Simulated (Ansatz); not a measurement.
Geometry optimisation, Ansatz 0.2.0, DFT LDA, scalar-relativistic, plane waves, PAW.

The input (input.yaml):

```yaml
crystal:
  lattice:
    - [-4.758971, -2.747593, 4.332163]
    - [4.758971, -2.747593, 4.332163]
    - [0.0, 5.495186, 4.332163]
  atoms:
    - { symbol: Al, position: [0.65, 0.65, 0.65] }
    - { symbol: Al, position: [0.85, 0.85, 0.85] }
    - { symbol: Al, position: [0.35, 0.35, 0.35] }
    - { symbol: Al, position: [0.15, 0.15, 0.15] }
    - { symbol: O, position: [0.25, 0.4, 0.6] }
    - { symbol: O, position: [0.4, 0.6, 0.25] }
    - { symbol: O, position: [0.6, 0.25, 0.4] }
    - { symbol: O, position: [0.75, 0.6, 0.4] }
    - { symbol: O, position: [0.6, 0.4, 0.75] }
    - { symbol: O, position: [0.4, 0.75, 0.6] }
    - { symbol: Al, position: [0.15, 0.15, 0.65] }
    - { symbol: Al, position: [0.35, 0.35, 0.85] }
    - { symbol: Al, position: [0.85, 0.85, 0.35] }
    - { symbol: Al, position: [0.65, 0.65, 0.15] }
    - { symbol: O, position: [0.75, 0.9, 0.6] }
    - { symbol: O, position: [0.9, 0.1, 0.25] }
    - { symbol: O, position: [0.1, 0.75, 0.4] }
    - { symbol: O, position: [0.25, 0.1, 0.4] }
    - { symbol: O, position: [0.1, 0.9, 0.75] }
    - { symbol: O, position: [0.9, 0.25, 0.6] }
    - { symbol: Al, position: [0.15, 0.65, 0.15] }
    - { symbol: Al, position: [0.35, 0.85, 0.35] }
    - { symbol: Al, position: [0.85, 0.35, 0.85] }
    - { symbol: Al, position: [0.65, 0.15, 0.65] }
    - { symbol: O, position: [0.75, 0.4, 0.1] }
    - { symbol: O, position: [0.9, 0.6, 0.75] }
    - { symbol: O, position: [0.1, 0.25, 0.9] }
    - { symbol: O, position: [0.25, 0.6, 0.9] }
    - { symbol: O, position: [0.1, 0.4, 0.25] }
    - { symbol: O, position: [0.9, 0.75, 0.1] }
    - { symbol: Al, position: [0.65, 0.15, 0.15] }
    - { symbol: Al, position: [0.85, 0.35, 0.35] }
    - { symbol: Al, position: [0.35, 0.85, 0.85] }
    - { symbol: Al, position: [0.15, 0.65, 0.65] }
    - { symbol: O, position: [0.25, 0.9, 0.1] }
    - { symbol: O, position: [0.4, 0.1, 0.75] }
    - { symbol: O, position: [0.6, 0.75, 0.9] }
    - { symbol: O, position: [0.75, 0.1, 0.9] }
    - { symbol: O, position: [0.6, 0.9, 0.25] }
    - { symbol: O, position: [0.4, 0.25, 0.1] }
    - { symbol: As, position: [0.8131438, 0.976827, 0.0940451], spin: 1.0 }
magnetization:
  spin_polarized: true
basis:
  ecutwfc: 420.0
kpoints:
  mp_grid: { grid: [2, 2, 2] }
hamiltonian:
  xc: lda
  pseudopotentials: { kind: paw, azcp: { folder: soft_1 } }
scf:
  occupations: { method: gaussian, width: 0.02 }
  lower_state_search: "off"
relax:
  f_tol: 0.03
  max_steps: 60
  adjacent_minimum: "off"
```

Launched with:

```bash
$ ansatz run input.yaml --threads 4 --pin off --max-ram 10240MiB --backend cpu --events-out ev --progress --plain --runs-dir out
```

Q: Where does it end, and by what steps?

A: The forces met the threshold. Limits of this set-up: PAW files made for another functional. After 9 steps the energy has fallen by 23.566 eV; As41 moved furthest, 0.80 Å. The start is strongly strained (largest force component 30 eV/Å), so its close contacts needn't be bonds. Parted: Al2–O38, O16–Al31, O39–As41.

| step | energy less start (eV) | largest force component (eV/Å) | accepted |
| --- | --- | --- | --- |
| 0 | 0.0000 | 30.284 | yes |
| 1 | -14.1522 | 9.696 | yes |
| 2 | -20.3300 | 3.565 | yes |
| 3 | -22.1798 | 1.912 | yes |
| 4 | -23.2282 | 0.938 | yes |
| 5 | -23.3925 | 0.740 | yes |
| 6 | -23.5462 | 0.263 | yes |
| 7 | -23.5629 | 0.093 | yes |
| 8 | -23.5654 | 0.054 | yes |
| 9 | -23.5660 | 0.009 | yes |

```xyz
41
Lattice="-4.7590 -2.7476 4.3322 4.7590 -2.7476 4.3322 0.0000 5.4952 4.3322" Properties=species:S:1:pos:R:3
Al 0.053 0.016 8.268
Al -0.164 -0.255 10.698
Al 0.017 0.026 4.602
Al 0.016 0.071 2.011
O 0.722 1.501 5.386
O 0.894 -1.374 5.419
O -1.643 -0.119 5.417
O -0.729 -1.420 7.575
O -0.773 1.341 7.495
O 1.645 0.099 7.546
Al 0.016 2.720 4.021
Al 0.040 2.780 6.708
Al -0.036 -2.690 8.969
Al -0.020 -2.737 6.281
O 0.827 -1.237 9.643
O -4.030 -0.993 5.933
O 3.030 -0.118 5.413
O -0.831 1.204 3.363
O 3.738 1.173 7.434
O -3.029 0.245 7.655
Al 2.292 -1.340 4.117
Al 2.382 -1.369 6.738
Al -2.277 1.386 8.928
Al -2.277 1.383 6.229
O -1.678 -2.578 5.456
O -1.526 -0.075 9.667
O 0.823 3.979 5.485
O 1.683 2.628 7.584
O 1.438 0.063 3.299
O -0.913 -3.757 7.619
Al -2.215 -1.267 4.046
Al -2.409 -1.304 6.795
Al 2.368 1.363 8.893
Al 2.289 1.316 6.251
O 3.071 -2.647 5.437
O -1.404 2.785 5.372
O 0.669 1.252 9.698
O -2.574 2.624 7.544
O 1.452 -2.712 7.565
O -0.621 -1.229 3.249
As 0.466 -5.132 8.280
```

Whether the end is a true minimum wasn't checked by a vibrational analysis.

Time of the run: 97 s on 4 threads of Intel(R) Xeon(R) Platinum 8375C CPU @ 2.90GHz (Ice Lake), with other jobs on the host, peak memory 1.6 GiB.
